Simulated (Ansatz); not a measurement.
# BrFGaHO: basis-set convergence

The task here is to estimate one member of a computed series from the others.

The runs use Ansatz 0.2.0, Gaussian basis; one geometry, several basis sets.

The runs, in order: PBE0-D4/def2-SVP; ωB97M-V/def2-SVP; PBE0-D4/def2-QZVPP; ωB97M-V/def2-QZVPP; the functionals' def2-TZVPP values are taken from earlier runs.

## Structure used throughout

The geometry comes from an earlier relaxation with PBE0-D4 in a triple-zeta def2 set; it is a stationary point.

SMILES `[OH][Ga]([F])[Br]`, 5 atoms, charge 0, spin multiplicity 1.

Atoms are counted from 1 here; the program's logs count them from 0.

Bond lengths: O1–Ga2 1.762 Å, O1–H5 0.961 Å, Ga2–F3 1.734 Å, Ga2–Br4 2.258 Å. Angles: Ga2–O1–H5 113.2°, O1–Ga2–F3 116.6°, O1–Ga2–Br4 124.6°, F3–Ga2–Br4 118.8°.

Set-up of the first run:

Contents of in.yaml:

```yaml
crystal:
  periodic: [false, false, false]
  atoms:
    - {symbol: O, position_ang: [-0.469523, -1.252700, 0.477333]}
    - {symbol: Ga, position_ang: [0.027095, 0.197341, -0.392339]}
    - {symbol: F, position_ang: [-0.316731, 0.240574, -2.091464]}
    - {symbol: Br, position_ang: [1.064109, 1.966566, 0.551682]}
    - {symbol: H, position_ang: [-0.255050, -1.225380, 1.413387]}
basis:
  gaussian: {orbitals: def2-SVP}
hamiltonian: {xc: pbe0, dispersion: d4}
output: {orbitals: {seedname: orbitals}}
```

Among the steps run: PBE0-D4 in def2-SVP; ωB97M-V in def2-SVP; PBE0-D4 in def2-QZVPP; ωB97M-V in def2-QZVPP.

One table of the session follows, with a row left open; its other results are not shown here.

It belongs to the step «Density functionals: the series». 

| functional | basis | HOMO (eV) | LUMO (eV) |
| --- | --- | --- | --- |
| PBE0-D4 | def2-SVP | -8.95 | -1.59 |
| PBE0-D4 | def2-TZVPP | -9.07 | -1.74 |
| PBE0-D4 | def2-QZVPP | -9.09 | -1.84 |
| ωB97M-V | def2-SVP | ? | ? |
| ωB97M-V | def2-TZVPP | -11.31 | 0.16 |
| ωB97M-V | def2-QZVPP | -11.34 | -0.08 |

**Question.** Estimate the row for ωB97M-V, def2-SVP.

The run gave: HOMO (eV): -11.16; LUMO (eV): 0.35. In the column «HOMO (eV)» it lies between ωB97M-V, def2-TZVPP (-11.31) and PBE0-D4, def2-QZVPP (-9.09).
